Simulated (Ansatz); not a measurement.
**CH₈SSi₃: a ladder of functionals and wavefunction methods**

One table from this session's results is given with a row withheld; the runs are named, their logs left out.

Method: functionals in def2-TZVPP, the program's frozen cores in correlated methods; program: Ansatz 0.2.0, Gaussian basis.

The runs, in order: PBE-D4, r2SCAN-D4, PBE0-D4, B3LYP-D4, ωB97X-V, ωB97M-V, B2PLYP; CCSD(T)/def2-TZVPP; MP2/def2-QZVPP; extrapolation to the limit.

**The geometry**

All runs share one geometry, relaxed beforehand with PBE0-D4 in a triple-zeta def2 set.

SMILES `[SiH3][SiH]1C[SiH2]S1`, 13 atoms, charge 0, spin multiplicity 1.

Atoms are counted from 1 here; the program's logs count them from 0.

Bond lengths: Si1–Si2 2.338 Å, Si1–H6 1.487 Å, Si1–H7 1.490 Å, Si1–H8 1.488 Å, Si2–C3 1.888 Å, Si2–S5 2.163 Å, Si2–H9 1.490 Å, C3–Si4 1.880 Å, C3–H10 1.091 Å, C3–H11 1.091 Å, Si4–S5 2.151 Å, Si4–H12 1.486 Å, Si4–H13 1.486 Å. Angles: Si2–Si1–H6 110.2°, Si2–Si1–H7 111.1°, Si2–Si1–H8 108.8°, H6–Si1–H7 108.9°, H6–Si1–H8 109.1°, H7–Si1–H8 108.7°, Si1–Si2–C3 115.2°, Si1–Si2–S5 110.8°, Si1–Si2–H9 110.7°, C3–Si2–S5 95.0°, C3–Si2–H9 113.0°, S5–Si2–H9 111.1°, Si2–C3–Si4 91.7°, Si2–C3–H10 113.2°, Si2–C3–H11 114.4°, Si4–C3–H10 113.7°, Si4–C3–H11 113.9°, H10–C3–H11 109.1° and more.

As a file:

```
Si   -2.3868   -0.1893    0.0349
Si   -0.2229    0.1026    0.8711
C     1.1277   -0.8472   -0.0443
Si    1.9389    0.7480   -0.6201
S     0.5425    2.0592    0.3588
H    -3.2923    0.8602    0.5740
H    -2.9271   -1.5279    0.4029
H    -2.3470   -0.0815   -1.4487
H    -0.1936   -0.1168    2.3446
H     1.7569   -1.4448    0.6167
H     0.7634   -1.4769   -0.8569
H     1.9348    0.9340   -2.0946
H     3.3260    0.9457   -0.1238
```

Set-up of the first run:

in.yaml

```yaml
crystal:
  periodic: [false, false, false]
  atoms:
    - {symbol: Si, position_ang: [-2.386836, -0.189329, 0.034946]}
    - {symbol: Si, position_ang: [-0.222947, 0.102602, 0.871150]}
    - {symbol: C, position_ang: [1.127664, -0.847190, -0.044321]}
    - {symbol: Si, position_ang: [1.938917, 0.748041, -0.620063]}
    - {symbol: S, position_ang: [0.542506, 2.059199, 0.358766]}
    - {symbol: H, position_ang: [-3.292278, 0.860184, 0.574015]}
    - {symbol: H, position_ang: [-2.927122, -1.527941, 0.402869]}
    - {symbol: H, position_ang: [-2.347031, -0.081525, -1.448687]}
    - {symbol: H, position_ang: [-0.193556, -0.116798, 2.344575]}
    - {symbol: H, position_ang: [1.756936, -1.444756, 0.616741]}
    - {symbol: H, position_ang: [0.763383, -1.476885, -0.856944]}
    - {symbol: H, position_ang: [1.934765, 0.934046, -2.094573]}
    - {symbol: H, position_ang: [3.326000, 0.945750, -0.123774]}
basis:
  gaussian: {orbitals: def2-TZVPP}
hamiltonian: {xc: pbe, dispersion: d4}
output: {forces: true, orbitals: {seedname: orbitals}}
```

On the command line:

```bash
$ ansatz run in.yaml --threads 4 --pin off --events-out ev --progress --plain --max-ram 10444MiB
```

Steps of the session up to this table: PBE-D4 (GGA); r2SCAN-D4 (meta-GGA); PBE0-D4 (hybrid); B3LYP-D4 (hybrid); ωB97X-V (range-separated); ωB97M-V (range-separated); B2PLYP (double hybrid); CCSD(T) in def2-TZVPP; MP2 in def2-QZVPP.

One table of the session follows, with a row left open; its other results are not shown here.

It belongs to the step «Atomisation energies». 

| method | atomisation energy (kJ/mol) |
| --- | --- |
| PBE-D4 | 4280.7 |
| r2SCAN-D4 | 4295.2 |
| PBE0-D4 | 4268.3 |
| B3LYP-D4 | 4262.3 |
| ωB97X-V | 4324.5 |
| ωB97M-V | 4294.7 |
| B2PLYP | 4202.9 |
| HF/def2-TZVPP | 3225.3 |
| MP2/def2-TZVPP | 4178.5 |
| CCSD/def2-TZVPP | ? |
| CCSD(T)/def2-TZVPP | 4165.4 |
| MP2/CBS | 4298.7 |
| CCSD(T)/CBS | 4285.7 |

Q: Estimate the row for CCSD/def2-TZVPP from the others.

The run gave: atomisation energy (kJ/mol): 4111.6. In the column «atomisation energy (kJ/mol)» it lies between HF/def2-TZVPP (3225.3) and CCSD(T)/def2-TZVPP (4165.4).
